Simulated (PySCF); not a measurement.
# A diatomic session: InSn

One job finds the state of InSn, follows it along the bond with each method and fits the curves.

The runs use PySCF 2.14.0; In def2-SVP with ECP28, Sn def2-SVP with ECP28, scalar-relativistic core potentials.

## (1) Set-up

Settings of the job:

```
atoms                         : In, Sn
charge                        : 0
basis                         : In def2-SVP with ECP28, Sn def2-SVP with ECP28
Hamiltonian                   : scalar-relativistic core potentials
basis functions               : 52
electrons treated             : 43
masses in u                   : 114.9039, 119.9022
levels                        : PBE0, PBE, r²SCAN, r²SCANh, BHandHLYP, TPSS, HF, MP2, SCS-MP2, CCSD, CCSD(T)
grid                          : 80 radial by 434 angular points
occupations                   : held fixed by the projection of orbital angular momentum
dissociation limit            : In + Sn, each in its ground configuration
starting distance in angstrom : 2.740
values of 2S to try           : 1, 3
```

Run with:

```console
> OMP_NUM_THREADS=1 python dia.py task.json out
```

The runs that follow: PBE0 along the bond; Excited determinants; PBE (GGA); r²SCAN (meta-GGA); r²SCANh (hybrid meta-GGA); BHandHLYP; TPSS; UHF (mean field); MP2 and coupled cluster.

What does the calculation give? Wanted: for each run, Re; ωe; De; μ.

The runs gave:

Lowest PBE0 solution found, without spin–orbit coupling: ⁴Σ⁻ (quartet), unpaired electrons σ ↑, π ↑↑. State 2 has its PBE0 minimum 0.36 eV higher, as a spin-mixed determinant (⟨S²⟩ = 1.77), so this is no gap between pure states. State 3 has its PBE0 minimum 0.39 eV higher, as a spin-mixed determinant (⟨S²⟩ = 1.76), so this is no gap between pure states. State 4 has its PBE0 minimum 0.73 eV higher. The other levels ran on the lowest alone.

```csv
level,Re (Å),ωe (cm⁻¹),De (eV),μ (D)
UHF,2.939,134.0,1.21,-2.97
UHF-MP2,2.849,155.0,1.82,n/a
UHF-SCS-MP2,2.863,151.1,1.62,n/a
UHF-CCSD,2.878,149.0,1.70,n/a
UHF-CCSD(T),2.874,150.2,1.79,n/a
PBE,2.882,140.4,2.14,-1.36
TPSS,2.860,143.9,2.11,-1.47
r²SCAN,2.843,148.1,2.15,-1.56
r²SCANh,2.837,149.8,2.10,-1.66
PBE0,2.850,148.0,2.02,-1.68
BHandHLYP,2.864,146.0,1.70,-1.91
```

De is counted to In + Sn in their ground configurations. A positive dipole means In(−)Sn(+).

Differences from CCSD(T) in the same basis:

```csv
level,Re (mÅ),ωe (%)
UHF,+66,-10.8
UHF-MP2,-25,+3.2
UHF-SCS-MP2,-11,+0.6
UHF-CCSD,+5,-0.8
PBE,+9,-6.5
TPSS,-13,-4.2
r²SCAN,-30,-1.4
r²SCANh,-36,-0.3
PBE0,-23,-1.5
BHandHLYP,-9,-2.8
```

**Reading.** Against CCSD(T) in the same basis, the bond length is nearest at UHF-CCSD (+5 mÅ) and farthest at UHF (+66 mÅ); the wavenumber is nearest at r²SCANh (-0.3 %) and farthest at UHF (-10.8 %). CCSD(T) in a basis this small is itself some way from its limit, more so than the functionals. Among the levels with a De in the table, it runs from 1.21 eV (UHF) to 2.15 eV (r²SCAN).

Correlated steps freeze 8 core orbitals. Spin–orbit coupling is left out, which matters for elements this heavy, above all for dissociation energies.
